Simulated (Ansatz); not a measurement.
# CH₆AlFSSi: basis-set convergence

Aim: see how fast density functionals converge with the basis set for CH₆AlFSSi.

Computed with Ansatz 0.2.0, Gaussian basis. Level: one geometry, several basis sets.

Levels to be run: PBE0-D4/def2-SVP; ωB97M-V/def2-SVP; PBE0-D4/def2-QZVPP; ωB97M-V/def2-QZVPP; the functionals' def2-TZVPP values are taken from earlier runs.

## (1) Structure used throughout

The geometry comes from an earlier relaxation with PBE0-D4 in a triple-zeta def2 set; it is a stationary point, not always the lowest conformer.

SMILES `F[CH](S)[AlH][SiH3]`, 11 atoms, charge 0, spin multiplicity 1.

Atoms are counted from 1 here; the program's logs count them from 0.

Bond lengths: F1–C2 1.366 Å, C2–S3 1.855 Å, C2–Al4 1.974 Å, C2–H6 1.095 Å, S3–H7 1.348 Å, Al4–Si5 2.448 Å, Al4–H8 1.585 Å, Si5–H9 1.491 Å, Si5–H10 1.491 Å, Si5–H11 1.494 Å. Angles: F1–C2–S3 111.8°, F1–C2–Al4 127.4°, F1–C2–H6 109.2°, S3–C2–Al4 83.3°, S3–C2–H6 102.7°, Al4–C2–H6 116.1°, C2–S3–H7 95.7°, C2–Al4–Si5 116.8°, C2–Al4–H8 115.5°, Si5–Al4–H8 127.7°, Al4–Si5–H9 112.0°, Al4–Si5–H10 112.6°, Al4–Si5–H11 110.5°, H9–Si5–H10 107.3°, H9–Si5–H11 107.1°, H10–Si5–H11 107.1°.

## (2) PBE0-D4 in def2-SVP

Input file in.yaml:

```yaml
crystal:
  periodic: [false, false, false]
  atoms:
    - {symbol: F, position_ang: [1.366362, -0.218830, 2.107791]}
    - {symbol: C, position_ang: [0.046693, -0.400094, 1.806498]}
    - {symbol: S, position_ang: [-0.847149, 1.215247, 1.625293]}
    - {symbol: Al, position_ang: [-0.738443, -0.769122, 0.033185]}
    - {symbol: Si, position_ang: [0.487369, 0.069890, -1.912463]}
    - {symbol: H, position_ang: [-0.457854, -0.860218, 2.661935]}
    - {symbol: H, position_ang: [-0.026576, 1.718235, 0.681199]}
    - {symbol: H, position_ang: [-2.080294, -1.612392, 0.043906]}
    - {symbol: H, position_ang: [1.374570, -0.970923, -2.506217]}
    - {symbol: H, position_ang: [-0.417515, 0.550987, -2.994831]}
    - {symbol: H, position_ang: [1.358235, 1.220421, -1.525694]}
basis:
  gaussian: {orbitals: def2-SVP}
hamiltonian: {xc: pbe0, dispersion: d4}
output: {orbitals: {seedname: orbitals}}
```

After this run come: ωB97M-V in def2-SVP; PBE0-D4 in def2-QZVPP; ωB97M-V in def2-QZVPP.

Q: Predict the results of all the runs planned. Wanted: PBE0-D4: double and triple zeta above quadruple; ωB97M-V: double and triple zeta above quadruple.

As calculated:

```
                                       quantity           value
PBE0-D4: double and triple zeta above quadruple  14.45, 1.00 eV
ωB97M-V: double and triple zeta above quadruple  14.52, 0.95 eV
```

**Reading.** For PBE0-D4 the step from double to triple zeta gains 13.45 eV and the next only 1.00 eV. Total energies overstate the basis error of differences, where much of it tends to cancel.
